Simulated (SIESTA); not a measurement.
The system is Bi2Te3 (Tellurobismuthite).

```
CELL_PARAMETERS angstrom
2.19300 1.26613 10.16567
-2.19300 1.26613 10.16567
0.00000 -2.53226 10.16567
ATOMIC_POSITIONS crystal
Bi 0.60000 0.60000 0.60000
Bi 0.40000 0.40000 0.40000
Te 0.79050 0.79050 0.79050
Te 0.20950 0.20950 0.20950
Te 0.00000 0.00000 0.00000
```

| Quantity | Value |
| --- | --- |
| Program | SIESTA 5.4.2 |
| Task | single point |
| Functional | PBE |
| Potentials or basis | PseudoDojo 0.4 standard (PBE files) |
| Basis | DZP (energy shift 0.003 Ry; two zetas on semicore shells) |
| Grid cutoff | 500 Ry |
| Energy shift | 0.003 Ry |
| k mesh | 7 × 7 × 7 |
| Occupations | fermi-dirac, width 0.05 eV |
| Spin | no spin polarisation |

On this cell: pressure 2.7 GPa; largest force 0.177 eV/Å; band gap on the k mesh 0.27 eV, direct.

The same run follows on a disturbed copy (atoms moved at random, drawn with an rms of 0.05 Å):

```
Bi Te
1.0
     2.19300    1.26613   10.16567
    -2.19300    1.26613   10.16567
     0.00000   -2.53226   10.16567
Bi Te
2 3
Direct
  0.60539 0.60196 0.59344
  0.39953 0.40382 0.39703
  0.79470 0.78516 0.79255
  0.21166 0.20856 0.20612
  0.00364 0.00338 0.99384
```

Task: What does the disturbed cell give?

Result: The energy moves by -0.1 meV/atom; pressure 2.5 GPa; largest force 0.196 eV/Å; band gap on the k mesh 0.28 eV, direct.

Forces on the atoms (eV/Å):
```
Bi  -0.025 -0.032 -0.025
Bi   0.088 -0.032 -0.089
Te  -0.110  0.081  0.140
Te   0.019  0.036  0.002
Te   0.027 -0.054 -0.028
```

Stress tensor (GPa, compression positive):
```
 2.56  0.08 -0.13
 0.08  2.64  0.07
-0.13  0.07  2.28
```

Caveats: spin-orbit coupling is left out, which as a rule narrows the gap of such compounds by several tenths of an eV; an odd mesh through Γ misses points on the zone boundary, where band edges often lie; the basis of atomic orbitals isn't converged, which shifts pressures, moduli and gaps.
